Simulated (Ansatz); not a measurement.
Here is an Ansatz input file for C3H11NSi, SMILES CC(N)C[SiH3]. Write the same calculation for the Python package.

```yaml
crystal:
  periodic: [false, false, false]
  atoms:
    - { symbol: C, position_ang: [-1.6068, 1.025, 0.451] }
    - { symbol: C, position_ang: [-0.3662, 0.4892, -0.267] }
    - { symbol: "N", position_ang: [-0.7844, -0.2203, -1.4766] }
    - { symbol: C, position_ang: [0.4305, -0.4449, 0.6552] }
    - { symbol: Si, position_ang: [2.1773, -0.8563, 0.1249] }
    - { symbol: H, position_ang: [-2.2688, 0.2129, 0.7723] }
    - { symbol: H, position_ang: [-1.3211, 1.5979, 1.3398] }
    - { symbol: H, position_ang: [-2.1812, 1.6928, -0.2008] }
    - { symbol: H, position_ang: [0.2531, 1.3444, -0.564] }
    - { symbol: H, position_ang: [-1.4229, -0.9782, -1.234] }
    - { symbol: H, position_ang: [-1.3185, 0.4089, -2.0764] }
    - { symbol: H, position_ang: [-0.1218, -1.3794, 0.8176] }
    - { symbol: H, position_ang: [0.515, 0.0278, 1.6423] }
    - { symbol: H, position_ang: [2.2138, -1.6863, -1.1062] }
    - { symbol: H, position_ang: [2.8455, -1.6253, 1.2073] }
    - { symbol: H, position_ang: [2.9565, 0.3919, -0.0856] }
basis:
  gaussian: { orbitals: cc-pVDZ }
hamiltonian:
  xc: pbe
output:
  forces: true
```

The program run on that file:
```console
$ ansatz run input.yaml --threads 1 --pin off --max-ram 4096MiB --backend cpu --events-out ev --progress --plain --runs-dir out
Engine: ansatz 0.2.0, x86_64-unknown-linux-gnu
Functional definition: PBE
  parameter kappa = 0.804
  parameter beta = 0.06672455060314922
  exchange = pbe_x(kappa = kappa, mu = beta*pi^2/3)
  correlation = pbe_c(beta = beta)
1614 factors; their error is unknown
mean field evaluation 1: about -12633.2594 eV, gradient 7.6e1 eV
mean field evaluation 2: about -12603.4435 eV, gradient 1.3e2 eV
mean field evaluation 4: about -12646.9382 eV, gradient 9.1e0 eV
mean field evaluation 8: about -12647.1263 eV, gradient 1.9e-1 eV
mean field evaluation 16: about -12647.0769 eV, gradient 4.9e-4 eV
mean field -12647.07692549 eV, -464.7715045152 hartree, gradient 2.0e-5 eV, S^2 0.000000; 0 other end points of the search recorded, 0 dependent functions left out
the calculation of the forces begins
reference -12647.07696672 eV, -464.7715060305 hartree; 25, 25 occupied and 104, 104 virtual orbitals, 1614 factors
Total energy: -12647.07696672 eV, -464.7715060305 hartree
Atom 0 at    -1.606800     1.025000     0.451000 Å, force     0.435841     0.329282     0.248348 eV/Å
Atom 1 at    -0.366200     0.489200    -0.267000 Å, force    -1.156677    -0.577210     0.176885 eV/Å
Atom 2 at    -0.784400    -0.220300    -1.476600 Å, force     1.119433    -0.192824    -0.560274 eV/Å
Atom 3 at     0.430500    -0.444900     0.655200 Å, force    -0.108086     0.425311    -0.183642 eV/Å
Atom 4 at     2.177300    -0.856300     0.124900 Å, force     0.089499    -0.204953    -0.208402 eV/Å
Atom 5 at    -2.268800     0.212900     0.772300 Å, force    -0.233672    -0.412734     0.115881 eV/Å
Atom 6 at    -1.321100     1.597900     1.339800 Å, force    -0.012949     0.329218     0.515817 eV/Å
Atom 7 at    -2.181200     1.692800    -0.200800 Å, force    -0.242076     0.270851    -0.296801 eV/Å
Atom 8 at     0.253100     1.344400    -0.564000 Å, force     0.358118     0.325964    -0.200596 eV/Å
Atom 9 at    -1.422900    -0.978200    -1.234000 Å, force    -0.269189    -0.263461     0.204506 eV/Å
Atom 10 at    -1.318500     0.408900    -2.076400 Å, force    -0.195284     0.223970    -0.192271 eV/Å
Atom 11 at    -0.121800    -1.379400     0.817600 Å, force    -0.299617    -0.392509     0.059901 eV/Å
Atom 12 at     0.515000     0.027800     1.642300 Å, force     0.025638     0.172353     0.442078 eV/Å
Atom 13 at     2.213800    -1.686300    -1.106200 Å, force     0.058249    -0.189385    -0.362643 eV/Å
Atom 14 at     2.845500    -1.625300     1.207300 Å, force     0.211995    -0.228193     0.352321 eV/Å
Atom 15 at     2.956500     0.391900    -0.085600 Å, force     0.218777     0.384320    -0.111110 eV/Å
Dipole moment:    -0.394480     0.123623     0.086681 e Å
```

Notebook, run cell by cell (the value of a cell's last expression is shown):

**Cell 1**
```python
import ansatz as az
from ase import Atoms
import numpy as np

BASIS = "cc-pVDZ"
FUNCTIONAL = "pbe"
```

**Cell 2**
```python
atoms = Atoms(["C", "C", "N", "C", "Si", "H", "H", "H", "H", "H", "H", "H", "H", "H", "H", "H"], positions=[
    (-1.6068, 1.025, 0.451),
    (-0.3662, 0.4892, -0.267),
    (-0.7844, -0.2203, -1.4766),
    (0.4305, -0.4449, 0.6552),
    (2.1773, -0.8563, 0.1249),
    (-2.2688, 0.2129, 0.7723),
    (-1.3211, 1.5979, 1.3398),
    (-2.1812, 1.6928, -0.2008),
    (0.2531, 1.3444, -0.564),
    (-1.4229, -0.9782, -1.234),
    (-1.3185, 0.4089, -2.0764),
    (-0.1218, -1.3794, 0.8176),
    (0.515, 0.0278, 1.6423),
    (2.2138, -1.6863, -1.1062),
    (2.8455, -1.6253, 1.2073),
    (2.9565, 0.3919, -0.0856),
])
mol = az.Crystal.molecule_from_ase(atoms)

job = mol.calculation().basis(gaussian=BASIS).functional(FUNCTIONAL).forces()
res = job.run(threads=1, backend="cpu")
summary = res.report
```

**Cell 3**
```python
summary["reference_energy_ev"]
```
Output:
```text
-12647.076966724126
```

**Cell 4**
```python
print("reference energy %16.6f eV" % summary["reference_energy_ev"])
print("total energy     %16.6f eV" % summary["free_energy_ev"])
print("occupied orbitals outside the frozen core (up, down):", summary["n_occupied"], " frozen:", summary["n_frozen"], " virtual:", summary["n_virtual"])
```
Output:
```text
reference energy    -12647.076967 eV
total energy        -12647.076967 eV
occupied orbitals outside the frozen core (up, down): [25, 25]  frozen: 0  virtual: [104, 104]
```

**Cell 5**
```python
state = summary["mean_field"]["state"]
print(f"mean field: {state['energy']['hartree']:.7f} Ha, <S^2> = {abs(state['spin_squared']):.4f}, stability: {state.get('stability', {}).get('kind')}")

symbols = [site.symbol for site in mol.cartesian_sites]
forces = np.array(summary["forces_ev_ang"])
print("largest force", round(float(np.linalg.norm(forces, axis=1).max()), 4), "eV/A, rms", round(float(np.sqrt((forces ** 2).mean())), 4))

charges = summary["charge_distribution"]
print("dipole moment", round(4.803205 * float(np.linalg.norm(charges["dipole_moment_e_ang"])), 3), "D")
print("Mulliken:", [(s, round(q, 3)) for s, q in zip(symbols, charges["mulliken_charges_e"])])
```
Output:
```text
mean field: -464.7715060 Ha, <S^2> = 0.0000, stability: minimum
largest force 1.3047 eV/A, rms 0.3673
dipole moment 2.029 D
Mulliken: [('C', 0.005), ('C', -0.098), ('N', -0.132), ('C', -0.056), ('Si', 0.153), ('H', 0.015), ('H', 0.014), ('H', 0.012), ('H', 0.016), ('H', 0.068), ('H', 0.069), ('H', 0.026), ('H', 0.036), ('H', -0.029), ('H', -0.05), ('H', -0.048)]
```

What to keep in mind:
- Total energies depend on the basis set; only differences at equal settings carry meaning.
- The geometry is a force-field or estimated start, not a minimum of this method, and the basis set is short of its limit.
- Hardware and time: 2.5 s on 1 thread of AMD EPYC 9B45 (Zen 5), with other jobs on the host, peak memory 0.26 GiB.

(Lines on the test bed's own set-up are left out of the output.)
